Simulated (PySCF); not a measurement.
**KMg+: from the state search to spectroscopic constants**

The task here is to estimate one member of a computed series from the others.

Program: PySCF 2.14.0. Level of theory: K pcseg-2, Mg pcseg-2, no relativity. These are calculated values, not measurements.

Set-up of the first run:

The job is set up so:

```json
{"atoms": "K, Mg", "charge": "1", "basis": "K pcseg-2, Mg pcseg-2", "Hamiltonian": "no relativity", "basis functions": "52", "electrons treated": "30", "masses in u": "38.9637, 23.9850", "levels": "PBE0, PBE, r²SCAN, B97-3, B2PLYP, TPSS, HF, MP2, SCS-MP2, CCSD, CCSD(T)", "grid": "80 radial by 434 angular points", "occupations": "held fixed by the projection of orbital angular momentum", "dissociation limit": "K+ + Mg, each in its ground configuration", "starting distance in angstrom": "3.400", "values of 2S to try": "0, 2"}
```

On the command line:

```console
OMP_NUM_THREADS=1 python dia.py task.json out
```

Among the steps run: Set-up; PBE0 along the bond; Other states along the same grid; PBE (GGA); r²SCAN (meta-GGA); B97-3; B2PLYP; TPSS; RHF; Adding correlation.

One of the session's tables, all rows but one given; the rest of the session is left out.

Energy (eV) from each level's lowest point:

```
R (Å)    RHF  RHF-MP2  RHF-SCS-MP2  RHF-CCSD  RHF-CCSD(T)
3.225  0.220    0.134        0.144       n/a          n/a
3.375  0.122    0.063        0.070     0.072        0.067
3.525  0.060    0.022        0.027     0.028        0.025
3.638  0.031    0.007        0.009     0.011        0.009
3.750      ?        ?            ?         ?            ?
3.862  0.003    0.000        0.000     0.000        0.000
4.013  0.000    0.008        0.006     0.005        0.006
4.200  0.007    0.026        0.022     0.020        0.022
4.425  0.025    0.054        0.048     0.045        0.048
4.725  0.056    0.094        0.087       n/a          n/a
```

Estimate the missing values for R (Å) = 3.750.

Worked estimate for «RHF». A straight line through the neighbours (3.638, 0.031) and (3.862, 0.003) gives 0.031 + (0.003 − 0.031) × (3.750 − 3.638) / (3.862 − 3.638) = 0.017; a parabola fitted to 4 rows on both sides gives 0.013.

The run gave: RHF: 0.013; RHF-MP2: 0.000; RHF-SCS-MP2: 0.001; RHF-CCSD: 0.002; RHF-CCSD(T): 0.001. In «RHF» the line misses by +0.004 and the parabola by 0.000.

To keep in mind: The bond is weak, and basis-set superposition, which was not computed, may be a sizeable part of it.
